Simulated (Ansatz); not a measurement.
# C₂H₇AlS₂: how energies converge with the basis set

The task here is to estimate one member of a computed series from the others.

Computed with Ansatz 0.2.0, Gaussian basis. Level: one geometry, several basis sets.

The runs, in order: PBE0-D4/def2-SVP; ωB97M-V/def2-SVP; PBE0-D4/def2-QZVPP; ωB97M-V/def2-QZVPP; the functionals' def2-TZVPP values are taken from earlier runs.

**Structure used throughout**

The geometry comes from an earlier relaxation with PBE0-D4 in a triple-zeta def2 set; it is a stationary point, not always the lowest conformer.

12 atoms, charge 0, spin multiplicity 1.

Atoms are counted from 1 here; the program's logs count them from 0.

Bond lengths: C1–Al2 1.954 Å, C1–H6 1.095 Å, C1–H7 1.092 Å, C1–H8 1.095 Å, Al2–S3 2.257 Å, Al2–S4 2.400 Å, Al2–H9 1.583 Å, S3–S4 2.075 Å, S4–C5 1.805 Å, C5–H10 1.089 Å, C5–H11 1.092 Å, C5–H12 1.088 Å. Angles: Al2–C1–H6 109.5°, Al2–C1–H7 113.4°, Al2–C1–H8 111.4°, H6–C1–H7 107.2°, H6–C1–H8 106.7°, H7–C1–H8 108.3°, C1–Al2–S3 118.9°, C1–Al2–S4 113.1°, C1–Al2–H9 123.5°, S3–Al2–S4 52.8°, S3–Al2–H9 115.8°, S4–Al2–H9 109.9°, Al2–S3–S4 67.1°, Al2–S4–S3 60.1°, Al2–S4–C5 105.5°, S3–S4–C5 104.4°, S4–C5–H10 108.8°, S4–C5–H11 106.7° and more.

The first run:

File in.yaml:

```yaml
crystal:
  periodic: [false, false, false]
  atoms:
    - {symbol: C, position_ang: [-1.248614, 1.061588, 0.818797]}
    - {symbol: Al, position_ang: [-0.202746, -0.459766, 1.458000]}
    - {symbol: S, position_ang: [2.033726, -0.453639, 1.152009]}
    - {symbol: S, position_ang: [1.026184, -1.558804, -0.286525]}
    - {symbol: C, position_ang: [0.928868, -0.457318, -1.712549]}
    - {symbol: H, position_ang: [-1.666520, 1.603745, 1.673825]}
    - {symbol: H, position_ang: [-0.663520, 1.777142, 0.236502]}
    - {symbol: H, position_ang: [-2.097253, 0.734962, 0.209231]}
    - {symbol: H, position_ang: [-0.755823, -1.529579, 2.484939]}
    - {symbol: H, position_ang: [1.931710, -0.309062, -2.110697]}
    - {symbol: H, position_ang: [0.305927, -0.960610, -2.455003]}
    - {symbol: H, position_ang: [0.484961, 0.496240, -1.434531]}
basis:
  gaussian: {orbitals: def2-SVP}
hamiltonian: {xc: pbe0, dispersion: d4}
output: {orbitals: {seedname: orbitals}}
```

Command:

```
ansatz run in.yaml --threads 4 --pin off --events-out ev --progress --plain --max-ram 10444MiB
```

Steps of the session up to this table: PBE0-D4 in def2-SVP; ωB97M-V in def2-SVP; PBE0-D4 in def2-QZVPP; ωB97M-V in def2-QZVPP.

One table of the session follows, with a row left open; its other results are not shown here.

It belongs to the step «Density functionals: the series». 

| functional | basis | HOMO (eV) |
| --- | --- | --- |
| PBE0-D4 | def2-SVP | -6.95 |
| PBE0-D4 | def2-TZVPP | -6.98 |
| PBE0-D4 | def2-QZVPP | ? |
| ωB97M-V | def2-SVP | -9.04 |
| ωB97M-V | def2-TZVPP | -9.10 |
| ωB97M-V | def2-QZVPP | -9.13 |

**Question.** Estimate the row for PBE0-D4, def2-QZVPP.

The run gave: HOMO (eV): -7.00. In the column «HOMO (eV)» it lies between ωB97M-V, def2-SVP (-9.04) and PBE0-D4, def2-TZVPP (-6.98).
